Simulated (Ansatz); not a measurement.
**CH₄CdOS: up Jacob's ladder to CCSD(T)**

One table from this session's results is given with a row withheld; the runs are named, their logs left out.

Program: Ansatz 0.2.0, Gaussian basis. Level of theory: functionals in def2-TZVPP, the program's frozen cores in correlated methods. These are calculated values, not measurements.

Plan: LDA (SPW92), PBE-D4, revPBE-D4, BLYP-D4, r2SCAN-D4, B97M-V, PBE0-D4, B3LYP-D4, r2SCANh-D4, r2SCAN0-D4, HSE06-D4, BHLYP-D4, CAM-B3LYP-D4, LC-ωPBE, ωB97X-V, ωB97M-V, B2PLYP, PBE-QIDH; CCSD(T)/def2-SVP; CCSD(T)/def2-TZVPP; MP2/def2-QZVPP; extrapolation to the limit; RPA on PBE.

## The geometry

An earlier PBE0-D4 in a triple-zeta def2 set relaxation fixed the geometry. Cd takes the def2 core potential; no spin-orbit term is included.

SMILES `C[S][Cd][OH]`, 8 atoms, charge 0, spin multiplicity 1.

Atoms are counted from 1 here; the program's logs count them from 0.

Bond lengths: C1–S2 1.822 Å, C1–H5 1.090 Å, C1–H6 1.089 Å, C1–H7 1.089 Å, S2–Cd3 2.318 Å, Cd3–O4 1.971 Å, O4–H8 0.960 Å. Angles: S2–C1–H5 106.0°, S2–C1–H6 112.0°, S2–C1–H7 112.0°, H5–C1–H6 108.3°, H5–C1–H7 108.4°, H6–C1–H7 109.9°, C1–S2–Cd3 103.0°, S2–Cd3–O4 176.4°, Cd3–O4–H8 113.1°.

The first run:

Contents of in.yaml:

```yaml
crystal:
  periodic: [false, false, false]
  atoms:
    - {symbol: C, position_ang: [-0.022624, 1.711404, -0.386872]}
    - {symbol: S, position_ang: [1.255401, 0.751643, 0.487230]}
    - {symbol: Cd, position_ang: [0.321849, -1.365826, 0.613543]}
    - {symbol: O, position_ang: [-0.496425, -3.144439, 0.839052]}
    - {symbol: H, position_ang: [0.368504, 2.725795, -0.471658]}
    - {symbol: H, position_ang: [-0.205022, 1.329299, -1.390295]}
    - {symbol: H, position_ang: [-0.957013, 1.749475, 0.171174]}
    - {symbol: H, position_ang: [-0.264670, -3.757362, 0.137815]}
basis:
  gaussian: {orbitals: def2-TZVPP}
hamiltonian: {xc: lda}
output: {orbitals: {seedname: orbitals}}
```

On the command line:

```sh
$ ansatz run in.yaml --threads 4 --pin off --events-out ev --progress --plain --max-ram 10444MiB
```

Among the steps run: LDA; PBE-D4 (GGA); revPBE-D4 (GGA); BLYP-D4 (GGA); r2SCAN-D4 (meta-GGA); B97M-V (meta-GGA); PBE0-D4 (hybrid); B3LYP-D4 (hybrid); r2SCANh-D4 (hybrid); r2SCAN0-D4 (hybrid); HSE06-D4 (hybrid); BHLYP-D4 (hybrid); CAM-B3LYP-D4 (range-separated); LC-ωPBE (range-separated); ωB97X-V (range-separated); ωB97M-V (range-separated); B2PLYP (double hybrid); PBE-QIDH (double hybrid).

One table of the session follows, with a row left open; its other results are not shown here.

It belongs to the step «Frontier levels by functional». 

```
  functional  HOMO (eV)  gap (eV)
 LDA (SPW92)      -5.73      3.37
      PBE-D4      -5.56      3.46
   revPBE-D4      -5.50      3.51
     BLYP-D4      -5.43      3.35
   r2SCAN-D4          ?         ?
      B97M-V      -5.85      3.84
     PBE0-D4      -6.74      5.47
    B3LYP-D4      -6.52      4.94
  r2SCANh-D4      -6.23      4.68
  r2SCAN0-D4      -6.89      5.78
    HSE06-D4      -6.34      4.71
    BHLYP-D4      -7.79      7.24
CAM-B3LYP-D4      -8.06      7.64
     LC-ωPBE      -9.40     10.22
     ωB97X-V      -9.05      9.69
     ωB97M-V      -8.91      9.29
```

**Question.** Estimate the row for r2SCAN-D4.

Worked estimate for «HOMO (eV)». Against the share of exact exchange, r2SCANh-D4 (0.1, -6.23), r2SCAN0-D4 (0.25, -6.89) give a slope of -4.40 per unit share; at 0 the line stands at -5.79.

As computed: HOMO (eV): -5.79; gap (eV): 3.94. In «HOMO (eV)» the line misses by 0.00.
